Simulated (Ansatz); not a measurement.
**CH₅AlClNO: one species, many methods**

How much do the methods differ for CH₅AlClNO? The plan is to run it at one geometry with functionals of several rungs and with coupled cluster. The yardstick is the atomisation energy at the CCSD(T) limit.

The runs use Ansatz 0.2.0, Gaussian basis; functionals in def2-TZVPP, the program's frozen cores in correlated methods.

The runs, in order: LDA (SPW92), PBE-D4, revPBE-D4, BLYP-D4, r2SCAN-D4, B97M-V, PBE0-D4, B3LYP-D4, r2SCANh-D4, r2SCAN0-D4, HSE06-D4, BHLYP-D4, CAM-B3LYP-D4, LC-ωPBE, ωB97X-V, ωB97M-V, B2PLYP, PBE-QIDH; CCSD(T)/def2-SVP; CCSD(T)/def2-TZVPP; MP2/def2-QZVPP; extrapolation to the limit; RPA on PBE.

**1. The relaxed structure**

An earlier PBE0-D4 in a triple-zeta def2 set relaxation fixed the geometry.

SMILES `C[O][Al]([NH2])[Cl]`, 10 atoms, charge 0, spin multiplicity 1.

Atoms are counted from 1 here; the program's logs count them from 0.

Bond lengths: C1–O2 1.398 Å, C1–H6 1.095 Å, C1–H7 1.095 Å, C1–H8 1.096 Å, O2–Al3 1.674 Å, Al3–N4 1.750 Å, Al3–Cl5 2.095 Å, N4–H9 1.006 Å, N4–H10 1.006 Å. Angles: O2–C1–H6 110.0°, O2–C1–H7 110.0°, O2–C1–H8 112.4°, H6–C1–H7 108.0°, H6–C1–H8 108.1°, H7–C1–H8 108.2°, C1–O2–Al3 135.8°, O2–Al3–N4 120.2°, O2–Al3–Cl5 120.1°, N4–Al3–Cl5 119.7°, Al3–N4–H9 124.3°, Al3–N4–H10 124.6°, H9–N4–H10 111.1°.

As a file:

```
C    -0.78732    0.42686    1.76487
O    -0.20912   -0.27390    0.70218
Al    0.31632    0.10524   -0.84151
N     1.00219   -1.13651   -1.86659
Cl    0.15582    2.06853   -1.55465
H    -1.76834    0.00349    2.00342
H    -0.15688    0.34212    2.65583
H    -0.92034    1.49160    1.54049
H     1.33659   -0.97864   -2.80187
H     1.11407   -2.09988   -1.59907
```

**2. LDA**

This LDA is Slater exchange with PW92 correlation.

in.yaml

```yaml
crystal:
  periodic: [false, false, false]
  atoms:
    - {symbol: C, position_ang: [-0.787316, 0.426856, 1.764872]}
    - {symbol: O, position_ang: [-0.209122, -0.273904, 0.702183]}
    - {symbol: Al, position_ang: [0.316317, 0.105243, -0.841511]}
    - {symbol: N, position_ang: [1.002195, -1.136510, -1.866588]}
    - {symbol: Cl, position_ang: [0.155822, 2.068525, -1.554654]}
    - {symbol: H, position_ang: [-1.768338, 0.003487, 2.003417]}
    - {symbol: H, position_ang: [-0.156877, 0.342119, 2.655834]}
    - {symbol: H, position_ang: [-0.920342, 1.491599, 1.540487]}
    - {symbol: H, position_ang: [1.336589, -0.978638, -2.801873]}
    - {symbol: H, position_ang: [1.114071, -2.099877, -1.599066]}
basis:
  gaussian: {orbitals: def2-TZVPP}
hamiltonian: {xc: lda}
output: {orbitals: {seedname: orbitals}}
```

On the command line:

```
$ ansatz run in.yaml --threads 4 --pin off --events-out ev --progress --plain --max-ram 10444MiB
```

After this run come: PBE-D4 (GGA); revPBE-D4 (GGA); BLYP-D4 (GGA); r2SCAN-D4 (meta-GGA); B97M-V (meta-GGA); PBE0-D4 (hybrid); B3LYP-D4 (hybrid); r2SCANh-D4 (hybrid); r2SCAN0-D4 (hybrid); HSE06-D4 (hybrid); BHLYP-D4 (hybrid); CAM-B3LYP-D4 (range-separated); LC-ωPBE (range-separated); ωB97X-V (range-separated); ωB97M-V (range-separated); B2PLYP (double hybrid); PBE-QIDH (double hybrid); CCSD(T) in def2-SVP; CCSD(T) in def2-TZVPP; MP2 in def2-QZVPP; RPA on PBE orbitals.

Before running them: what should the planned runs give, taken together? Wanted: atomisation energy, CCSD(T)/CBS; farthest beyond LDA; mean size of error, GGA; mean size of error, meta-GGA; mean size of error, hybrid; mean size of error, range-separated; mean size of error, double hybrid; gap, smallest and largest; T1 diagnostic.

The runs gave:

```
                               quantity                                                        value
        atomisation energy, CCSD(T)/CBS                                               887.5 kcal/mol
functionals within 4.4 kcal/mol (0.5 %)  r2SCAN-D4, B97M-V, B3LYP-D4, CAM-B3LYP-D4, ωB97X-V, ωB97M-V
                    farthest beyond LDA                                    BHLYP-D4 (-30.6 kcal/mol)
                mean size of error, GGA                                                 9.5 kcal/mol
           mean size of error, meta-GGA                                                 0.6 kcal/mol
             mean size of error, hybrid                                                12.2 kcal/mol
    mean size of error, range-separated                                                 2.2 kcal/mol
      mean size of error, double hybrid                                                11.6 kcal/mol
              gap, smallest and largest                        4.98 eV (BLYP-D4), 12.42 eV (LC-ωPBE)
                          T1 diagnostic                                                       0.0104
triples share of the correlation energy                                                        3.6 %
```

In words: The LDA atomisation energy is off by 119.4 kcal/mol (13 %): it overbinds. PBE-D4 is off by +9.8 kcal/mol. Double hybrids carry the basis error of their MP2 part in triple zeta, and no dispersion term here, so their miss is partly the set-up's. The rungs meta-GGA, range-separated miss on average by less than the doubt on the reference (4.4 kcal/mol), so they tie. Misses under about 4.4 kcal/mol are within the doubt on the reference itself, which lacks core-valence correlation, relativity and higher excitations. Hartree-Fock recovers 72 % of the binding; the rest is correlation. CCSD(T) in def2-SVP is off by -60.1 kcal/mol, worse than the median functional, from the basis alone. The gap grows from 5.0 to 12.4 eV across the functionals, mostly with the share of exact exchange.
